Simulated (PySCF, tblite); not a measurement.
# C₈H₁₄P+: geometry, infrared bands and NMR shifts

Wanted: the infrared bands and NMR shifts of C₈H₁₄P+ (`CC[P@@H+]1C=CC(C)=C1C`), by calculation.

Computed with tblite 0.8.0 and PySCF 2.14.0, with density-fitted response routines of our own, on a single molecule in the gas phase. Atoms count from 0, in the outputs and in this text.

## (1) Starting geometry

23 atoms, charge 1, multiplicity 1; geometry from: force field or distance geometry start.

Bonds of the start (Å): C0–C1 1.51, C1–P2 1.77, P2–C3 1.81, C3–C4 1.33, C4–C5 1.41, C5–C6 1.52, C5–C7 1.31, C7–C8 1.48, C7–P2 1.78, C0–H9 1.12, C0–H10 1.09, C0–H11 1.12, C1–H12 1.11, C1–H13 1.11, P2–H14 1.40, C3–H15 1.06, C4–H16 1.11, C6–H17 1.09, C6–H18 1.12, C6–H19 1.10, C8–H20 1.10, C8–H21 1.12, C8–H22 1.13.

## (2) Relaxing the molecule with GFN2-xTB

The job: settings as JSON, then the geometry in Å.

```
{"job": {"kind": "relax", "xc": "GFN2-xTB", "basis": "xTB"}, "charge": 1, "multiplicity": 1}
C      2.462200     0.154000     0.854700
C      2.152600     0.802400    -0.468300
P      0.628100     0.345000    -1.237600
C     -0.463900     1.785900    -1.250900
C     -1.510900     1.432200    -0.517100
C     -1.520300     0.129300     0.018700
C     -2.662400    -0.395600     0.867600
C     -0.475300    -0.625600    -0.225200
C     -0.257100    -2.016300     0.226900
H      2.017700     0.772300     1.682600
H      2.218800    -0.905800     0.936100
H      3.568700     0.242500     0.990400
H      2.995300     0.548100    -1.136700
H      2.238300     1.902600    -0.321300
H      0.737300    -0.228000    -2.507700
H     -0.278600     2.715900    -1.722700
H     -2.336400     2.165600    -0.370300
H     -2.414100    -0.362700     1.930700
H     -2.893400    -1.445900     0.557600
H     -3.582900     0.187800     0.693200
H      0.681700    -2.350500    -0.236800
H     -1.053700    -2.725300    -0.106900
H     -0.256500    -2.101200     1.353100
```

Command:

```console
> OMP_NUM_THREADS=1 python probes_run.py task.json out
```

One launch serves the whole session: the jobs run in the order shown.

**Question.** This job is followed by: GFN2-xTB harmonic vibrations, gas phase; GIAO PBE0/pcSseg-1 NMR shielding, non-relativistic, gas phase. What will the session give for the following? strongest single infrared mode (GFN2-xTB); zero-point energy (GFN2-xTB); 13C shifts against TMS (PBE0/pcSseg-1); 1H shifts against TMS (PBE0/pcSseg-1, means over atoms taken as alike); 31P shifts against H3PO4 (PBE0/pcSseg-1).

**Answer**, as computed:

```
                                                              quantity                                                  value
                             strongest single infrared mode (GFN2-xTB)                                    810 cm⁻¹, 93 km/mol
                                          zero-point energy (GFN2-xTB)                                         120.7 kcal/mol
                                13C shifts against TMS (PBE0/pcSseg-1)  173.9, 171.8, 125.2, 115.8, 20.3, 18.2, 12.2, 6.2 ppm
1H shifts against TMS (PBE0/pcSseg-1, means over atoms taken as alike)     7.83, 6.36, 6.30, 2.81, 2.80, 2.64, 2.46, 1.35 ppm
                              31P shifts against H3PO4 (PBE0/pcSseg-1)                                                2.9 ppm
```

What this shows: Over 162 steps the energy fell by 0.713 eV; of the close pairs, C4–C5 changed most, 1.409 to 1.466 Å. No mode is imaginary among the 63: a minimum at this level. The strongest single mode, at 810 cm⁻¹, is spread over many atoms; the largest shares are those of H14, P2. Unscaled tight-binding wavenumbers are off by several per cent, some by more. Its intensities can rank the bands wrongly. At PBE0/pcSseg-1, counted by nearest atom on the grid, the HOMO lies on C7 31 %; C3, C5 about 19 % each, the LUMO on C3, C4, C7 about 17 % each; C5 14 %.
